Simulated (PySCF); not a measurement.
# Ru(2+): dipole response in aug-cc-pwCVTZ-PP with ECP28

How polarisable is Ru(2+) at the levels listed below?

The numbers are computed with PySCF 2.14.0 (unrestricted determinants in a Gaussian basis, no spin-orbit coupling in the energies), except any that are marked as measured or tabulated.

## (1) What is computed

```
Element     : ruthenium (Z = 44)
Basis       : aug-cc-pwCVTZ-PP with ECP28MDF (8s8p7d4f3g, 122 functions)
Hamiltonian : a scalar-relativistic core potential
State 1     : Ru(2+): [Kr] 4d6, high-spin 5D determinant
Methods     : M06-L
```

The outer shells:

Ru2+ [Kr] 4d6
```
[Kr] core
4d [↑↓][↑ ][↑ ][↑ ][↑ ]
```

The runs were made by one driver on top of PySCF. The scripts below sum up each run's settings (the driver also hands on starting orbitals that pick excited configurations, and frozen orbitals as a list rather than a count), and the logs come from the driver's own runs. The driver starts from symmetry-adapted Hartree-Fock orbitals, holds the occupation by maximum overlap and uses a logarithmic radial grid for functionals, so a plain start would take other cycles.

The integrals over 122 functions and the set-up took 3.2 s of CPU time.

## (2) Ru(2+): M06-L

M06-L:

Input file input.py:

```python
from pyscf import gto, scf, dft, mp, cc
import basis_set_exchange as bse
txt = bse.get_basis("aug-cc-pwCVTZ-PP", elements=["Ru"], fmt="nwchem", header=False)
cut = txt.index("\nECP")
mol = gto.M(atom="Ru 0 0 0", charge=2, spin=4, symmetry="D2h",
            basis=gto.basis.parse(txt[:cut]),
            ecp={"Ru": gto.basis.parse_ecp(txt[cut:])})
mf = dft.UKS(mol, xc="M06L")
mf.irrep_nelec = {'Ag': (3, 1), 'B1g': (1, 1), 'B2g': (1, 0), 'B3g': (1, 0), 'B1u': (1, 1), 'B2u': (1, 1), 'B3u': (1, 1)}
mf.kernel()
```

Log:

```text
damping factor = 0
level_shift factor = 0
DIIS = <class 'pyscf.scf.diis.CDIIS'>
diis_start_cycle = 1
diis_space = 10
diis_damp = 0
SCF conv_tol = 1e-09
SCF conv_tol_grad = None
number electrons alpha = 9  beta = 5
XC functionals = M06L
    Y. Zhao and D. G. Truhlar.,  J. Chem. Phys. 125, 194101 (2006)
    Y. Zhao and D. G. Truhlar.,  J. Chem. Phys. 125, 194101 (2006)
    Y. Zhao and D. G. Truhlar.,  Theor. Chem. Acc. 120, 215 (2008)
cycle= 1 E= -93.6654784826647  delta_E= -0.00612  |g|= 0.029  |ddm|= 0.894
cycle= 2 E= -93.665601250032  delta_E= -0.000123  |g|= 0.0171  |ddm|= 0.0887
cycle= 3 E= -93.6656725635697  delta_E= -7.13e-05  |g|= 0.00266  |ddm|= 0.0528
cycle= 4 E= -93.6656743125565  delta_E= -1.75e-06  |g|= 0.000146  |ddm|= 0.00927
cycle= 5 E= -93.6656743203899  delta_E= -7.83e-09  |g|= 1.16e-05  |ddm|= 0.000716
cycle= 6 E= -93.665674320487  delta_E= -9.71e-11  |g|= 1.44e-06  |ddm|= 0.000167
converged SCF energy = -93.665674320487  <S^2> = 6.0026243  2S+1 = 5.0010496
```

It used 2.3 min of CPU time after the integrals (shared host).

Orbital energies by shell (radii are means over both spins):

```
shell  electrons  mean orbital energy (eV)  spread (eV)  rms radius (bohr)
 4s α          1                   -99.800            0               1.09
 4s β          1                   -96.258            0               1.09
 4p α          3                   -69.038        1.386               1.21
 4p β          3                   -65.079        0.327               1.21
 4d α          5                   -25.123        1.441               1.64
 4d β          1                   -22.559            0               1.64
```

⟨S²⟩ = 6.003, ⟨L²⟩ = 6.02.

The driver then solved the coupled dipole response at imaginary frequencies: mean α = 8.089 bohr³ (xx, yy, zz: 8.459, 8.459, 7.350), C₆ = 43.38 au for a like pair.

Energies and moments cover only the electrons outside the core potential.

Radial density 4πr²ρ of Ru(2+) at M06-L, the electrons outside the core potential:

```
r (bohr)   density  spin density
  0.0314  2.09e-05         0.000
  0.0528  4.91e-05         0.000
  0.0888  0.000166         0.000
   0.149   0.00150         0.000
   0.251    0.0250         0.006
   0.423     0.691         0.122
   0.711      8.55         1.329
    1.20      12.1         3.148
    2.01      2.76         1.325
    3.38     0.153         0.080
    5.69   0.00109         0.001
```

## (3) Polarisabilities and C₆

Ru(2+), in atomic units:

```
method  mean α  C₆ (like pair)  S(−4)
 M06-L   8.089           43.38  19.10
```

α(iu) at M06-L:

```
u (hartree)  α(iu) (bohr³)
          0          8.089
     0.0500          8.042
      0.100          7.906
      0.200          7.436
      0.300          6.833
      0.500          5.641
      0.750          4.461
       1.00          3.596
       1.50          2.457
       2.00          1.765
       3.00          1.013
       5.00         0.4426
```

## (4) Outcome

| quantity | value |
| --- | --- |
| α of Ru(2+) | 8.089 (M06-L) bohr³ |

A single London oscillator with the computed α and C₆ of Ru(2+) at M06-L would have ω = 4 C₆ / (3 α²) = 0.884 hartree. All values hold for this basis alone; no basis-set limit was taken.
